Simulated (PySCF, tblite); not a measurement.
**C3H9F3OSi2: geometry, infrared bands and NMR shifts**

Wanted: the infrared bands and NMR shifts of C3H9F3OSi2 (`F[SiH2]C[C@@H]([SiH3])OC(F)F`), by calculation.

Programs: tblite 0.8.0 and PySCF 2.14.0, with density-fitted response routines of our own. Each step states its level of theory. These are calculated values for one molecule in the gas phase, unless marked as measured. Atoms count from 0, in the outputs and in this text.

### 1 The molecule as given

18 atoms, charge 0, multiplicity 1; geometry from: force field or distance geometry start.

Bonds of the start (Å): F0–Si1 1.68, Si1–C2 1.84, C2–C3 1.53, C3–Si4 1.87, C3–O5 1.38, O5–C6 1.38, C6–F7 1.39, C6–F8 1.38, Si1–H9 1.48, Si1–H10 1.48, C2–H11 1.10, C2–H12 1.12, C3–H13 1.10, Si4–H14 1.47, Si4–H15 1.47, Si4–H16 1.47, C6–H17 1.11.

### 2 Relaxing the molecule with GFN2-xTB

Job settings and geometry (Å):

```
{"job": {"kind": "relax", "xc": "GFN2-xTB", "basis": "xTB"}, "charge": 0, "multiplicity": 1}
F      1.226600     2.541000    -0.139900
Si     1.867000     1.187800     0.615000
C      1.194000    -0.401300    -0.023900
C     -0.290700    -0.332400    -0.384800
Si    -0.710200    -2.046000    -0.991800
O     -0.969300     0.006500     0.773700
C     -1.739600     1.153400     0.678500
F     -1.252900     2.152800     1.512800
F     -3.080700     0.910700     0.888500
H      1.648000     1.234400     2.079600
H      3.333600     1.181300     0.430100
H      1.331200    -1.241100     0.680600
H      1.754600    -0.634200    -0.959700
H     -0.460400     0.352400    -1.231900
H      0.546300    -2.614700    -1.507700
H     -1.632200    -2.003400    -2.137900
H     -1.163000    -2.948800     0.069600
H     -1.611000     1.507900    -0.362600
```

Launch:

```sh
$ OMP_NUM_THREADS=1 python probes_run.py task.json out
```

One launch serves the whole session: the jobs run in the order shown.

**Question.** This job is followed by: GFN2-xTB harmonic vibrations, gas phase; GIAO PBE0/pcSseg-1 NMR shielding, non-relativistic, gas phase. Predict these results of the whole session: strongest single infrared mode (GFN2-xTB); zero-point energy (GFN2-xTB); ¹³C shifts against TMS (PBE0/pcSseg-1); ¹H shifts against TMS (PBE0/pcSseg-1, means over atoms taken as alike); ¹⁹F shifts against CFCl3 (PBE0/pcSseg-1); ²⁹Si shifts against TMS (PBE0/pcSseg-1); ¹⁷O shifts against H2O (PBE0/pcSseg-1); surface potential, 1st and 99th percentile.

The runs gave:

| quantity | value |
| --- | --- |
| strongest single infrared mode (GFN2-xTB) | 2333 cm⁻¹, 339 km/mol |
| zero-point energy (GFN2-xTB) | 71.3 kcal/mol |
| ¹³C shifts against TMS (PBE0/pcSseg-1) | 125.9, 67.8, 23.6 ppm |
| ¹H shifts against TMS (PBE0/pcSseg-1, means over atoms taken as alike) | 6.48, 5.42, 5.24, 4.07, 4.04, 1.36, 1.24 ppm |
| ¹⁹F shifts against CFCl3 (PBE0/pcSseg-1) | -88.3, -98.9, -237.3 ppm |
| ²⁹Si shifts against TMS (PBE0/pcSseg-1) | 5.4, -63.2 ppm |
| ¹⁷O shifts against H2O (PBE0/pcSseg-1) | 117.4 ppm |
| surface potential, 1st and 99th percentile | -0.96 V and 1.50 V |

In words: The optimisation took 167 steps and gained 0.874 eV; among the close pairs (by a distance rule), C3–O5 changed most, from 1.385 to 1.453 Å. All 48 modes are real, so the xTB geometry is a minimum. The strongest single mode, at 2333 cm⁻¹, moves mainly H10. Unscaled tight-binding wavenumbers are off by several per cent, some by more. Its intensities can rank the bands wrongly. The most deshielded hydrogen is H17 (hydrogen on an sp3 CH bonded to 2 F and O), at 6.48 ppm: its carbon carries F and O, hence the downfield position. At PBE0/pcSseg-1: The largest span, 179 ppm, is at F8, where the paramagnetic term is -215 ppm.
